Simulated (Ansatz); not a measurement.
**C₂H₆AlClO: one species, many methods**

How much do the methods differ for C₂H₆AlClO? The plan is to run it at one geometry with functionals of several rungs and with coupled cluster. The yardstick is the atomisation energy at the CCSD(T) limit.

Method: functionals in def2-TZVPP, the program's frozen cores in correlated methods; program: Ansatz 0.2.0, Gaussian basis.

Plan: LDA (SPW92), PBE-D4, revPBE-D4, BLYP-D4, r2SCAN-D4, B97M-V, PBE0-D4, B3LYP-D4, r2SCANh-D4, r2SCAN0-D4, HSE06-D4, BHLYP-D4, CAM-B3LYP-D4, LC-ωPBE, ωB97X-V, ωB97M-V, B2PLYP, PBE-QIDH; CCSD(T)/def2-SVP; CCSD(T)/def2-TZVPP; MP2/def2-QZVPP; extrapolation to the limit; RPA on PBE.

**1. The geometry**

All runs share one geometry, relaxed beforehand with PBE0-D4 in a triple-zeta def2 set.

11 atoms, charge 0, spin multiplicity 1.

Atoms are counted from 1 here; the program's logs count them from 0.

Bond lengths: C1–O2 1.399 Å, C1–H6 1.096 Å, C1–H7 1.095 Å, C1–H8 1.095 Å, O2–Al3 1.678 Å, Al3–C4 1.930 Å, Al3–Cl5 2.105 Å, C4–H9 1.094 Å, C4–H10 1.093 Å, C4–H11 1.092 Å. Angles: O2–C1–H6 112.4°, O2–C1–H7 109.9°, O2–C1–H8 109.9°, H6–C1–H7 108.3°, H6–C1–H8 108.3°, H7–C1–H8 108.0°, C1–O2–Al3 135.5°, O2–Al3–C4 121.3°, O2–Al3–Cl5 117.2°, C4–Al3–Cl5 121.5°, Al3–C4–H9 110.8°, Al3–C4–H10 110.8°, Al3–C4–H11 111.4°, H9–C4–H10 106.9°, H9–C4–H11 108.4°, H10–C4–H11 108.5°.

**2. LDA**

This LDA is Slater exchange with PW92 correlation.

in.yaml

```yaml
crystal:
  periodic: [false, false, false]
  atoms:
    - {symbol: C, position_ang: [-1.772603, 1.374032, -0.108423]}
    - {symbol: O, position_ang: [-0.893072, 0.338511, 0.225557]}
    - {symbol: Al, position_ang: [0.644964, -0.128638, -0.255646]}
    - {symbol: C, position_ang: [1.504251, -1.680846, 0.502894]}
    - {symbol: Cl, position_ang: [1.594248, 1.050260, -1.718658]}
    - {symbol: H, position_ang: [-1.358554, 2.042975, -0.871588]}
    - {symbol: H, position_ang: [-2.003290, 1.969439, 0.780691]}
    - {symbol: H, position_ang: [-2.711009, 0.958599, -0.489264]}
    - {symbol: H, position_ang: [2.436154, -1.402624, 1.002928]}
    - {symbol: H, position_ang: [1.765687, -2.400891, -0.277385]}
    - {symbol: H, position_ang: [0.858622, -2.177816, 1.229494]}
basis:
  gaussian: {orbitals: def2-TZVPP}
hamiltonian: {xc: lda}
output: {orbitals: {seedname: orbitals}}
```

Run with:

```
$ ansatz run in.yaml --threads 4 --pin off --events-out ev --progress --plain --max-ram 10444MiB
```

The runs that follow: PBE-D4 (GGA); revPBE-D4 (GGA); BLYP-D4 (GGA); r2SCAN-D4 (meta-GGA); B97M-V (meta-GGA); B3LYP-D4 (hybrid); r2SCANh-D4 (hybrid); r2SCAN0-D4 (hybrid); HSE06-D4 (hybrid); BHLYP-D4 (hybrid); CAM-B3LYP-D4 (range-separated); LC-ωPBE (range-separated); ωB97X-V (range-separated); ωB97M-V (range-separated); B2PLYP (double hybrid); PBE-QIDH (double hybrid); CCSD(T) in def2-SVP; CCSD(T) in def2-TZVPP; MP2 in def2-QZVPP; RPA on PBE orbitals.

Q: Predict the results of all the runs planned. Wanted: atomisation energy, CCSD(T)/CBS; farthest beyond LDA; mean size of error, GGA; mean size of error, meta-GGA; mean size of error, hybrid; mean size of error, range-separated; mean size of error, double hybrid; gap, smallest and largest; T1 diagnostic.

**Answer**, as computed:

| quantity | value |
| --- | --- |
| atomisation energy, CCSD(T)/CBS | 4135.6 kJ/mol |
| functionals within 20.7 kJ/mol (0.5 %) | r2SCAN-D4, B97M-V, PBE0-D4, r2SCANh-D4, HSE06-D4, CAM-B3LYP-D4, ωB97X-V, ωB97M-V |
| farthest beyond LDA | BHLYP-D4 (-118.4 kJ/mol) |
| mean size of error, GGA | 45.4 kJ/mol |
| mean size of error, meta-GGA | 11.5 kJ/mol |
| mean size of error, hybrid | 37.3 kJ/mol |
| mean size of error, range-separated | 7.8 kJ/mol |
| mean size of error, double hybrid | 40.4 kJ/mol |
| gap, smallest and largest | 5.68 eV (LDA (SPW92)), 13.01 eV (LC-ωPBE) |
| T1 diagnostic | 0.0107 |
| triples share of the correlation energy | 3.7 % |

In words: LDA overbinds by 525.4 kJ/mol (13 %). PBE-D4 is off by +41.2 kJ/mol. Double hybrids carry the basis error of their MP2 part in triple zeta, and no dispersion term here, so their miss is partly the set-up's. The rungs range-separated, meta-GGA miss on average by less than the doubt on the reference (20.7 kJ/mol), so they tie. Misses under about 20.7 kJ/mol are within the doubt on the reference itself, which lacks core-valence correlation, relativity and higher excitations. Hartree-Fock recovers 75 % of the binding; the rest is correlation. CCSD(T) in def2-SVP is off by -216.1 kJ/mol, more than most functionals: a good method in a small basis is no reference. Orbital gaps span 5.7 to 13.0 eV; exact exchange widens them.
